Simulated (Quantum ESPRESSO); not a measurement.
**BiBTe4: single point with PBE**

BiBTe4:

```
B Bi Te
1.0
     2.78937   -5.00866    0.00000
     2.78937    5.00866    0.00000
     0.00000    0.00000    6.06320
B Bi Te
1 1 4
Direct
  0.00000 0.00000 0.00000
  0.50000 0.50000 0.50000
  0.73541 0.02561 0.76972
  0.26459 0.97439 0.76972
  0.02561 0.73541 0.23028
  0.97439 0.26459 0.23028
```

The cell was built by a generator and needn't be a form met in nature.

* Program: Quantum ESPRESSO 7.5
* Task: single point
* Functional: PBE
* Potentials or basis: SSSP 1.3 efficiency PBE
* Cutoff: 748 eV
* Density cutoff: 5987 eV
* k mesh: 6 × 6 × 5
* Occupations: fermi-dirac, width 0.05 eV
* Spin: no spin polarisation
* Mixing beta: 0.5
* Most SCF iterations: 120
* SCF threshold: 1.2e-09 Ry

```json
{"Pressure": "18.6 GPa", "Largest force": "2.774 eV/Å", "Band gap on the k mesh": "none (metal or under the smearing width)"}
```

Forces in eV/Å, atoms in the order of the input:
```
B    0.000  0.000  0.000
Bi   0.000  0.000  0.000
Te   1.510 -1.974 -1.233
Te  -1.510  1.974 -1.233
Te   1.510  1.974  1.233
Te  -1.510 -1.974  1.233
```

Stress tensor (GPa, compression positive):
```
14.14  0.00  0.00
 0.00 26.57  0.00
 0.00  0.00 15.20
```

Levels at points of the mesh, in eV from the Fermi level:
```
             k point  band 19  band 20  band 21  band 22  band 23  band 24
  (0.00, 0.00, 0.00)    -1.97    -1.70    -0.17    -0.15     0.41     1.22
 (0.00, -0.50, 0.00)    -1.59    -0.62     0.05     1.01     1.07     1.66
(-0.50, -0.50, 0.00)    -2.31    -2.22    -1.65    -0.24    -0.09     1.80
```

Wall time 100 s on 1 thread of AMD EPYC 9R45 96-Core Processor (Zen 5), on a shared host, peak memory 0.78 GiB.

Caveat: so large a pressure means that the cell lies far from this level's equilibrium, or that cutoff or potentials fall short; spin-orbit coupling is left out, which moves the levels of the heavy elements; forces of over 1 eV/Å show positions far from the minimum, so gaps and moduli don't describe the material at rest.
